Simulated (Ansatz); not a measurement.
# CaNb2: the cost of one run

Computed with Ansatz 0.2.0 (DFT PBE, scalar-relativistic, plane waves, PAW, unless a step's input says otherwise).

The COD entry's cell or inner coordinates are ideal or old and differ from later refinements, so a difference from it is no clean test against experiment.

### 1 The system as given

It takes space group P4_2/nmc (No. 137, tetragonal). The conventional cell has a = 3.562 Å, b = 3.562 Å, c = 10.272 Å, α = 90.00°, β = 90.00°, γ = 90.00°. Ca (site symmetry -4m2) is surrounded by 4 Nb at 2.20 Å. Around Nb (site symmetry 2mm) lie 2 Ca at 2.20 Å.

Coordinates:

```cif
data_structure
_symmetry_space_group_name_H-M 'P 1'
_symmetry_Int_Tables_number 1
_cell_length_a 3.5621
_cell_length_b 3.5621
_cell_length_c 10.2725
_cell_angle_alpha 90.000
_cell_angle_beta 90.000
_cell_angle_gamma 90.000
_cell_volume 130.35
loop_
_atom_site_label
_atom_site_type_symbol
_atom_site_fract_x
_atom_site_fract_y
_atom_site_fract_z
_atom_site_occupancy
Ca1 Ca 0.00000 0.00000 0.00000 1
Ca2 Ca 0.50000 0.50000 0.50000 1
Nb1 Nb 0.00000 0.50000 0.12500 1
Nb2 Nb 0.00000 0.50000 0.62500 1
Nb3 Nb 0.50000 0.00000 0.37500 1
Nb4 Nb 0.50000 0.00000 0.87500 1
```

(A quick probe on a coarse mesh, which set the mesh and smearing, is not shown.)

### 3 A loose first relaxation

Input file input.yaml:

```yaml
crystal:
  lattice:
    - [3.5621493448, 0.0, 0.0]
    - [0.0, 3.5621493448, 0.0]
    - [0.0, 0.0, 10.272468516]
  atoms:
    - { symbol: Ca, position: [0.0, 0.0, 0.0] }
    - { symbol: Ca, position: [0.5, 0.5, 0.5] }
    - { symbol: Nb, position: [0.0, 0.5, 0.125] }
    - { symbol: Nb, position: [0.0, 0.5, 0.625] }
    - { symbol: Nb, position: [0.5, 0.0, 0.375] }
    - { symbol: Nb, position: [0.5, 0.0, 0.875] }
basis:
  ecutwfc: 420
kpoints:
  mp_grid: { grid: [6, 6, 2] }
hamiltonian:
  xc: pbe
scf:
  occupations: { method: gaussian, width: 0.1 }
  lower_state_search: "off"
output:
  forces: true
  stress: true
  eigenvalues: true
relax:
  adjacent_minimum: "off"
  f_tol: 0.04
  max_steps: 70
  cell: { stress_tol: 0.4 }
```

Run with:

```bash
> ansatz run input.yaml --threads 1 --pin off --max-ram 2560MiB --backend cpu --events-out ev --progress --plain --runs-dir out
```

Q: Estimate wall time and peak memory on 1 thread of Intel Xeon Platinum 8375C at 2.90GHz (Ice Lake), shared host.

About 85 s, with a peak of 0.49 GiB.
